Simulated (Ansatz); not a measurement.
# ClH5OSi2: up Jacob's ladder to CCSD(T)

One table from this session's results is given with a row withheld; the runs are named, their logs left out.

Method: functionals in def2-TZVPP, the program's frozen cores in correlated methods; program: Ansatz 0.2.0, Gaussian basis.

Levels to be run: LDA (SPW92), PBE-D4, revPBE-D4, BLYP-D4, r2SCAN-D4, B97M-V, PBE0-D4, B3LYP-D4, r2SCANh-D4, r2SCAN0-D4, HSE06-D4, BHLYP-D4, CAM-B3LYP-D4, LC-ωPBE, ωB97X-V, ωB97M-V, B2PLYP, PBE-QIDH; CCSD(T)/def2-SVP; CCSD(T)/def2-TZVPP; MP2/def2-QZVPP; extrapolation to the limit; RPA on PBE.

## The relaxed structure

The geometry comes from an earlier relaxation with PBE0-D4 in a triple-zeta def2 set; it is a stationary point, not always the lowest conformer.

SMILES `O[SiH]([SiH3])Cl`, 9 atoms, charge 0, spin multiplicity 1.

Atoms are counted from 1 here; the program's logs count them from 0.

Bond lengths: O1–Si2 1.639 Å, O1–H5 0.959 Å, Si2–Si3 2.335 Å, Si2–Cl4 2.068 Å, Si2–H6 1.486 Å, Si3–H7 1.487 Å, Si3–H8 1.485 Å, Si3–H9 1.487 Å. Angles: Si2–O1–H5 118.4°, O1–Si2–Si3 107.4°, O1–Si2–Cl4 110.6°, O1–Si2–H6 111.0°, Si3–Si2–Cl4 108.6°, Si3–Si2–H6 114.5°, Cl4–Si2–H6 104.7°, Si2–Si3–H7 110.4°, Si2–Si3–H8 109.5°, Si2–Si3–H9 108.6°, H7–Si3–H8 109.7°, H7–Si3–H9 109.1°, H8–Si3–H9 109.5°.

The first run:

in.yaml reads:

```yaml
crystal:
  periodic: [false, false, false]
  atoms:
    - {symbol: O, position_ang: [0.516926, 0.942062, -1.606350]}
    - {symbol: Si, position_ang: [-0.265634, 0.799784, -0.173182]}
    - {symbol: Si, position_ang: [0.351899, -1.250228, 0.759305]}
    - {symbol: Cl, position_ang: [-2.313364, 0.805769, -0.459027]}
    - {symbol: H, position_ang: [0.374027, 1.735029, -2.126848]}
    - {symbol: H, position_ang: [-0.002934, 1.975785, 0.697069]}
    - {symbol: H, position_ang: [1.819895, -1.291757, 0.992457]}
    - {symbol: H, position_ang: [-0.039653, -2.350404, -0.158748]}
    - {symbol: H, position_ang: [-0.352662, -1.412341, 2.058223]}
basis:
  gaussian: {orbitals: def2-TZVPP}
hamiltonian: {xc: lda}
output: {orbitals: {seedname: orbitals}}
```

Steps of the session up to this table: LDA; PBE-D4 (GGA); revPBE-D4 (GGA); BLYP-D4 (GGA); r2SCAN-D4 (meta-GGA); B97M-V (meta-GGA); PBE0-D4 (hybrid); B3LYP-D4 (hybrid); r2SCANh-D4 (hybrid); r2SCAN0-D4 (hybrid); HSE06-D4 (hybrid); BHLYP-D4 (hybrid); CAM-B3LYP-D4 (range-separated); LC-ωPBE-D4 (range-separated; the results give it without D4); ωB97X-V (range-separated); ωB97M-V (range-separated); B2PLYP (double hybrid); PBE-QIDH (double hybrid).

One of the session's tables, all rows but one given; the rest of the session is left out.

It belongs to the step «Frontier levels by functional». 

```
  functional  HOMO (eV)  gap (eV)
 LDA (SPW92)      -7.00      5.60
      PBE-D4      -6.93      5.72
   revPBE-D4      -6.89      5.78
     BLYP-D4      -6.81      5.74
   r2SCAN-D4      -7.22      6.34
      B97M-V      -7.33      6.22
     PBE0-D4      -8.14      7.79
    B3LYP-D4      -7.94      7.38
  r2SCANh-D4      -7.66      7.08
  r2SCAN0-D4      -8.33      8.17
    HSE06-D4          ?         ?
    BHLYP-D4      -9.26      9.79
CAM-B3LYP-D4      -9.45     10.11
     LC-ωPBE     -10.76     12.58
     ωB97X-V     -10.44     12.11
     ωB97M-V     -10.21     11.56
```

Q: Estimate the row for HSE06-D4 from the others.

**Answer.** HOMO (eV): -7.75; gap (eV): 7.02. In the column «HOMO (eV)» it lies between B3LYP-D4 (-7.94) and r2SCANh-D4 (-7.66).
